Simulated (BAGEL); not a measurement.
**GaHClOF (SMILES [OH][Ga]([F])[Cl]): RI-MP2/def2-SVPD (density fitting with qzvpp-jkfit)**

Aim: the energy change on altering one bond length of GaHClOF at RI-MP2/def2-SVPD (density fitting with qzvpp-jkfit), from 2 runs. 

The results are computed with BAGEL 1.2.2.

3 further runs of the same task are left out: 1 that didn't finish, 2 set aside as unsound or not needed.

**1. Starting point**

The species is GaHClOF (5 atoms), meant as a singlet with charge 0. SMILES: `[OH][Ga]([F])[Cl]`. Geometry: relaxed at PBE0-D4/def2-TZVP. This is one conformer, not always the lowest.

Bond lengths: O1–Ga2 1.761 Å, Ga2–F3 1.733 Å, Ga2–Cl4 2.115 Å, O1–H5 0.961 Å. Angles: O1–Ga2–F3 117.4°, O1–Ga2–Cl4 124.1°, F3–Ga2–Cl4 118.5°, Ga2–O1–H5 113.2°.

**2. A single-point energy at RI-MP2/def2-SVPD (density fitting with qzvpp-jkfit)**

Input file input.json:

```json
{ "bagel" : [

{
  "title" : "molecule",
  "basis" : "def2-svpd.json",
  "df_basis" : "qzvpp-jkfit",
  "angstrom" : true,
  "geometry" : [
    { "atom" : "O", "xyz" : [      -0.411400,      -1.212900,       0.567400 ] },
    { "atom" : "Ga", "xyz" : [       0.024700,       0.194000,      -0.397200 ] },
    { "atom" : "F", "xyz" : [      -0.341800,       0.143700,      -2.089800 ] },
    { "atom" : "Cl", "xyz" : [       0.960300,       1.923100,       0.382300 ] },
    { "atom" : "H", "xyz" : [      -0.182000,      -1.121400,       1.495800 ] }
  ]
},

{ "title" : "hf" },

{ "title" : "mp2", "ncore" : 16 }

]}
```

The basis set def2-SVPD is read from a file made from the Basis Set Exchange's data (not shown).

On the command line:

```
BAGEL_NUM_THREADS=1 BAGEL input.json > input.out
```

Output:

```text
* using 1 threads per process

  ===============================================================
  ===============================================================

  *** Geometry ***

  { "atom" : "O", "xyz" : [     -0.777433,     -2.292049,      1.072231 ] },
  { "atom" : "Ga", "xyz" : [      0.046676,      0.366607,     -0.750599 ] },
  { "atom" : "F", "xyz" : [     -0.645908,      0.271554,     -3.949150 ] },
  { "atom" : "Cl", "xyz" : [      1.814704,      3.634132,      0.722442 ] },
  { "atom" : "H", "xyz" : [     -0.343930,     -2.119139,      2.826652 ] },

  Number of auxiliary basis functions:      566

  Since a DF basis is specified, we compute 2- and 3-index integrals:
    o Being stored without compression. Storage requirement is 0.064 GB

  Number of basis functions:      119
  Number of electrons      :       66

    * METHOD: MOLECULE                             0.40

  *** RHF ***

  === Nuclear Repulsion ===
   365.1829676796

      * DIIS with orbital gradients will be used.

  === RHF iteration (def2-svpd.json) ===
      0      -2556.84361680          0.02331802           0.18
      1      -2557.02285529          0.02004902           0.25
      2      -2557.25347439          0.00108678           0.16
      3      -2557.25471453          0.00028692           0.16
      4      -2557.25482362          0.00008319           0.16
      5      -2557.25483063          0.00002836           0.17
      6      -2557.25483147          0.00001322           0.16
      7      -2557.25483168          0.00000431           0.16
      8      -2557.25483171          0.00000197           0.22
      9      -2557.25483171          0.00000051           0.19
     10      -2557.25483171          0.00000018           0.16
     11      -2557.25483171          0.00000008           0.17
     12      -2557.25483171          0.00000004           0.16
     13      -2557.25483171          0.00000002           0.16
     14      -2557.25483171          0.00000001           0.16
    * SCF iteration converged.

    * Permanent dipole moment:
           (   -0.210092,    -0.052565,    -0.920044) a.u.

    * METHOD: HF                                   2.99

  *** RHF ***

  === Nuclear Repulsion ===
   365.1829676796

      * DIIS with orbital gradients will be used.

  === RHF iteration (def2-svpd.json) ===
      0      -2557.25483171          0.00000000           0.15
    * SCF iteration converged.

    * Permanent dipole moment:
           (   -0.210092,    -0.052565,    -0.920045) a.u.

  === DF-MP2 calculation ===

    * freezing 16 orbitals
    * 3-index integral transformation done
    * assembly done

      MP2 correlation energy:   -0.7524084453      0.10

      MP2 total energy:       -2558.0072401577

    * METHOD: MP2                                  0.43

  ===============================================================
```

Wall time 4.2 s (1 thread of AMD EPYC 7B13 (Zen 3), shared host); peak memory 0.21 GiB.

**3. The distorted shape**

Input file input.json:

```json
{ "bagel" : [

{
  "title" : "molecule",
  "basis" : "def2-svpd.json",
  "df_basis" : "qzvpp-jkfit",
  "angstrom" : true,
  "geometry" : [
    { "atom" : "O", "xyz" : [      -0.445812,      -1.226626,       0.428133 ] },
    { "atom" : "Ga", "xyz" : [      -0.009712,       0.180274,      -0.536467 ] },
    { "atom" : "F", "xyz" : [      -0.376212,       0.129974,      -2.229067 ] },
    { "atom" : "Cl", "xyz" : [       0.925888,       1.909374,       0.243033 ] },
    { "atom" : "H", "xyz" : [      -0.182000,      -1.121400,       1.495800 ] }
  ]
},

{
  "title" : "hf"
},

{
  "title" : "mp2",
  "ncore" : 16
}

]}
```

The basis set def2-SVPD is read from a file made from the Basis Set Exchange's data (not shown).

On the command line:

```
BAGEL_NUM_THREADS=1 BAGEL input.json > input.out
```

Output:

```text
* using 1 threads per process

  ===============================================================
  ===============================================================

  *** Geometry ***

  { "atom" : "O", "xyz" : [     -0.842463,     -2.317987,      0.809054 ] },
  { "atom" : "Ga", "xyz" : [     -0.018353,      0.340668,     -1.013776 ] },
  { "atom" : "F", "xyz" : [     -0.710938,      0.245615,     -4.212326 ] },
  { "atom" : "Cl", "xyz" : [      1.749675,      3.608194,      0.459266 ] },
  { "atom" : "H", "xyz" : [     -0.343930,     -2.119139,      2.826652 ] },

  Number of auxiliary basis functions:      566

  Since a DF basis is specified, we compute 2- and 3-index integrals:
    o Being stored without compression. Storage requirement is 0.064 GB

  Number of basis functions:      119
  Number of electrons      :       66

    * METHOD: MOLECULE                             0.39

  *** RHF ***

  === Nuclear Repulsion ===
   364.2407574530

      * DIIS with orbital gradients will be used.

  === RHF iteration (def2-svpd.json) ===
      0      -2556.82050857          0.02325399           0.18
      1      -2556.98599358          0.02065067           0.19
      2      -2557.23314035          0.00118300           0.18
      3      -2557.23456738          0.00046551           0.18
      4      -2557.23477400          0.00015978           0.17
      5      -2557.23479430          0.00004803           0.17
      6      -2557.23479722          0.00001785           0.18
      7      -2557.23479770          0.00000556           0.16
      8      -2557.23479773          0.00000272           0.21
      9      -2557.23479774          0.00000060           0.18
     10      -2557.23479774          0.00000030           0.15
     11      -2557.23479774          0.00000013           0.16
     12      -2557.23479774          0.00000005           0.15
     13      -2557.23479774          0.00000002           0.15
     14      -2557.23479774          0.00000001           0.15
    * SCF iteration converged.

    * Permanent dipole moment:
           (   -0.216908,    -0.034922,    -0.992726) a.u.

    * METHOD: HF                                   2.95

  *** RHF ***

  === Nuclear Repulsion ===
   364.2407574530

      * DIIS with orbital gradients will be used.

  === RHF iteration (def2-svpd.json) ===
      0      -2557.23479774          0.00000000           0.15
    * SCF iteration converged.

    * Permanent dipole moment:
           (   -0.216908,    -0.034923,    -0.992726) a.u.

  === DF-MP2 calculation ===

    * freezing 16 orbitals
    * 3-index integral transformation done
    * assembly done

      MP2 correlation energy:   -0.7591404877      0.10

      MP2 total energy:       -2557.9939382264

    * METHOD: MP2                                  0.42

  ===============================================================
```

Run time: 4.2 s. Hardware: 1 thread of AMD EPYC 7B13 (Zen 3), shared host; peak memory 0.21 GiB.

**4. What came out**

Level: RI-MP2/def2-SVPD (density fitting with qzvpp-jkfit), 16 core orbitals frozen.

```
                                                         quantity           value
                                        first shape: total energy  -2558.00724 Eh
        first shape: correlation energy (16 core orbitals frozen)      -752.4 mEh
                                    distorted shape: total energy  -2557.99394 Eh
    distorted shape: correlation energy (16 core orbitals frozen)      -759.1 mEh
energy change with the O1–H5 bond stretched from 0.961 to 1.105 Å        0.362 eV
```

With the O1–H5 bond stretched from 0.961 to 1.105 Å the energy rises by 0.36 eV (34.9 kJ/mol). The first shape isn't relaxed at this level, so the change isn't measured from a minimum.
